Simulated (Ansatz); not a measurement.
# One shape, several levels: AlH2Br (SMILES [AlH2][Br])

Wanted: a comparison of 6 runs (BLYP/STO-3G, UPBE0/STO-3G, r2SCAN/STO-3G, BCCD(T)/STO-3G, CCSDTQ/STO-3G, CCSD(T)/STO-3G) of AlH2Br. 

The calculation is run with Ansatz 0.2.0.

58 further runs of the same task are left out: 7 that didn't finish, 51 set aside as unsound or not needed.

## Step 1: The structure to begin with

AlH2Br: 4 atoms, total charge 0, spin state singlet. SMILES: `[AlH2][Br]`. The Br2–Al1 distance was set to 4.513 Å, away from the relaxed value. At this shape a bond of the SMILES string is far longer than usual.

Bond lengths: Al1–H3 1.576 Å, Al1–H4 1.576 Å. Angles: H3–Al1–H4 124.9°.

## Step 2: The energy at BLYP/STO-3G (run 1)

in.yaml reads:

```yaml
crystal:
  periodic: [false, false, false]
  atoms:
    - {symbol: Al, position_ang: [-1.981504, -0.626001, -1.300303]}
    - {symbol: Br, position_ang: [1.684900, 0.496600, 1.079700]}
    - {symbol: H, position_ang: [-2.394804, -2.146101, -1.329203]}
    - {symbol: H, position_ang: [-2.752904, 0.531399, -2.040403]}
basis:
  gaussian: {orbitals: STO-3G}
accuracy: high
hamiltonian: {xc: {name: BLYP}}
```

Started as:

```bash
$ ansatz run in.yaml --threads 1 --pin off --max-ram 2610MiB --events-out events.jsonl --progress --plain --runs-dir runs
```

Output:

```text
Warning: RAYON_NUM_THREADS=1 ignored (pool sized by the plan → 1); use --threads N
Functional definition: BLYP
  name "BLYP"
  parameter beta = 0.0042
  parameter a = 0.04918
  parameter b = 0.132
  parameter c = 0.2533
  parameter d = 0.349
  exchange = b88_x(beta = beta)
  correlation = lyp_c(a = a, b = b, c = c, d = d)
361 factors; integrals over basis functions are off by at most 9.4e-9 eV
mean field evaluation 1: about -75815.7598 eV, gradient 2.6e1 eV
mean field evaluation 2: about -75564.8799 eV, gradient 4.2e1 eV
mean field evaluation 4: about -75817.9606 eV, gradient 9.2e0 eV
mean field evaluation 8: about -75817.9597 eV, gradient 9.2e0 eV
mean field evaluation 16: about -75821.4917 eV, gradient 5.3e-6 eV
mean field evaluation 32: about -75821.2734 eV, gradient 4.2e0 eV
mean field -75821.49172259 eV, -2786.3884271523 hartree, gradient 1.1e-8 eV, S^2 0.000000; 4 other end points of the search recorded, 0 dependent functions left out
reference -75821.49176651 eV, -2786.3884287662 hartree; 25, 25 occupied and 4, 4 virtual orbitals, 361 factors
Total energy: -75821.49176651 eV, -2786.3884287662 hartree
```

Wall time 1.8 s (1 thread of Arm Neoverse V1, shared host); peak memory 0.098 GiB.

## Step 3: A single-point energy at UPBE0/STO-3G (run 2)

molecule.yaml reads:

```yaml
crystal:
  periodic: [false, false, false]
  atoms:
    - {symbol: Al, position_ang: [-1.981504, -0.626001, -1.300303]}
    - {symbol: Br, position_ang: [1.684900, 0.496600, 1.079700]}
    - {symbol: H, position_ang: [-2.394804, -2.146101, -1.329203]}
    - {symbol: H, position_ang: [-2.752904, 0.531399, -2.040403]}
basis:
  gaussian: {orbitals: STO-3G}
magnetization: {spin_polarized: true, initial_magnetization: 0}
hamiltonian: {xc: {name: PBE0}}
accuracy: high
```

Started as:

```bash
$ ansatz run molecule.yaml --threads 1 --pin off --max-ram 2610MiB --events-out events.jsonl --progress --plain --runs-dir runs
```

Output:

```text
Warning: RAYON_NUM_THREADS=1 ignored (pool sized by the plan → 1); use --threads N
Functional definition: PBE0
  name "PBE0"
  parameter a = 0.25
  parameter kappa = 0.804
  parameter beta = 0.06672455060314922
  exchange = (1 - a)*pbe_x(kappa = kappa, mu = beta*pi^2/3) + a*exact_x
  correlation = pbe_c(beta = beta)
361 factors; integrals over basis functions are off by at most 9.4e-9 eV
mean field evaluation 1: about -75812.3372 eV, gradient 1.4e1 eV
mean field evaluation 2: about -75714.2416 eV, gradient 2.9e1 eV
mean field evaluation 4: about -75717.0724 eV, gradient 2.2e1 eV
mean field evaluation 8: about -75813.2613 eV, gradient 7.4e0 eV
mean field evaluation 16: about -75815.9364 eV, gradient 1.3e-4 eV
mean field evaluation 32: about -75813.2785 eV, gradient 7.5e0 eV
mean field evaluation 64: about -75816.6134 eV, gradient 4.4e-2 eV
mean field -75816.62002597 eV, -2786.2093956035 hartree, gradient 1.8e-8 eV, S^2 0.717731; 6 other end points of the search recorded, 0 dependent functions left out
reference -75816.62002751 eV, -2786.2093956602 hartree; 25, 25 occupied and 4, 4 virtual orbitals, 361 factors
Total energy: -75816.62002751 eV, -2786.2093956602 hartree
```

It took 9.9 s on 1 thread of Arm Neoverse V1, shared host; peak memory 0.15 GiB.

Runs 3 to 4 aren't shown in full; the table further down has their settings and results.

## Step 4: A single-point energy at CCSDTQ/STO-3G (run 5)

run.yaml reads:

```yaml
crystal:
  periodic: [false, false, false]
  atoms:
    - {symbol: Al, position_ang: [-1.981504, -0.626001, -1.300303]}
    - {symbol: Br, position_ang: [1.684900, 0.496600, 1.079700]}
    - {symbol: H, position_ang: [-2.394804, -2.146101, -1.329203]}
    - {symbol: H, position_ang: [-2.752904, 0.531399, -2.040403]}
basis:
  gaussian:
    orbitals: STO-3G
scf:
  omitted_lower_state_checks: [cluster_reference, increment]
accuracy: high
correlation:
  method: ccsdtq
  frozen_orbitals: {Al: 5, Br: 9, H: 0}
```

Started as:

```bash
$ ansatz run run.yaml --threads 1 --pin off --max-ram 2610MiB --events-out events.jsonl --progress --plain --runs-dir runs
```

Output:

```text
Warning: RAYON_NUM_THREADS=1 ignored (pool sized by the plan → 1); use --threads N
[... 12 lines left out ...]
14 core orbitals not correlated: weight in the atoms' cores, before any rotation towards them, 0.999 or more for the frozen orbitals, at most 0.001 for the correlated occupied ones
[... 224 lines left out ...]
WARN: these amplitudes may be one of several solutions (largest doubles amplitude 1.48, level shift 10.52 eV)
Total energy: -75776.78024961 eV, -2784.7453108268 hartree
Checks for a lower state left out: cluster_reference, increment
```

Wall time 81 s (1 thread of Arm Neoverse V1, shared host); peak memory 0.22 GiB.

## Step 5: The energy at CCSD(T)/STO-3G (run 6)

input.yaml reads:

```yaml
crystal:
  periodic: [false, false, false]
  atoms:
    - symbol: Al
      position_ang: [-1.981504, -0.626001, -1.300303]
    - symbol: Br
      position_ang: [1.684900, 0.496600, 1.079700]
    - symbol: H
      position_ang: [-2.394804, -2.146101, -1.329203]
    - symbol: H
      position_ang: [-2.752904, 0.531399, -2.040403]
basis:
  gaussian: {orbitals: STO-3G}
scf: {omitted_lower_state_checks: [cluster_reference, increment]}
correlation: {method: ccsd_t, frozen_orbitals: {Al: 5, Br: 9, H: 0}}
magnetization: {spin_polarized: false, initial_magnetization: 0}
accuracy: high
```

Started as:

```bash
$ ansatz run input.yaml --threads 1 --pin off --max-ram 2610MiB --events-out events.jsonl --progress --plain --runs-dir runs
```

Output:

```text
Warning: RAYON_NUM_THREADS=1 ignored (pool sized by the plan → 1); use --threads N
[... 12 lines left out ...]
14 core orbitals not correlated: weight in the atoms' cores, before any rotation towards them, 0.999 or more for the frozen orbitals, at most 0.001 for the correlated occupied ones
[... 90 lines left out ...]
WARN: these amplitudes may be one of several solutions (largest doubles amplitude 1.38, level shift 3.72 eV)
Total energy: -75777.43819897 eV, -2784.7694900196 hartree
Checks for a lower state left out: cluster_reference, increment
```

Wall time 0.54 s (1 thread of Arm Neoverse V1, shared host).

## Step 6: All runs side by side

| run | level | frozen core orbitals | energy (Eh) | wall time |
| --- | --- | --- | --- | --- |
| 1 | BLYP/STO-3G | – | -2786.388429 | 1.8 s |
| 2 | UPBE0/STO-3G | – | -2786.209396 | 9.9 s |
| 3 | r2SCAN/STO-3G | – | -2786.592186 | 9 s |
| 4 | BCCD(T)/STO-3G | 14 | -2784.745597 | 0.52 s |
| 5 | CCSDTQ/STO-3G | 14 | -2784.745311 | 81 s |
| 6 | CCSD(T)/STO-3G | 14 | -2784.769490 | 0.54 s |

## Step 7: Results

| quantity | value |
| --- | --- |
| run 6: total energy | -2784.76949 Eh |
| run 6: correlation energy (14 core orbitals frozen) | -150.1 mEh |
| run 6: (T) correction | -30.71 mEh |
| run 6: T1 diagnostic | 0.162 |

Totals of different functionals can't be ranked against each other. In run 6 the T1 diagnostic is large, so a single reference may not serve. In runs 4, 5, 6 the log says that unrestricted orbitals would lower the reference, so the values rest on an unstable closed-shell determinant (other closed-shell runs at this shape may share the fault). In runs 1, 2, 3, 4, 5, 6 the basis is minimal, so the values are rough. Spin contamination of the reference: run 2 ⟨S²⟩ = 0.72. Where it is this large, the reference is a mixture of spin states, and values that rest on it are in doubt. All runs together took 1.7 min, the longest 81 s.
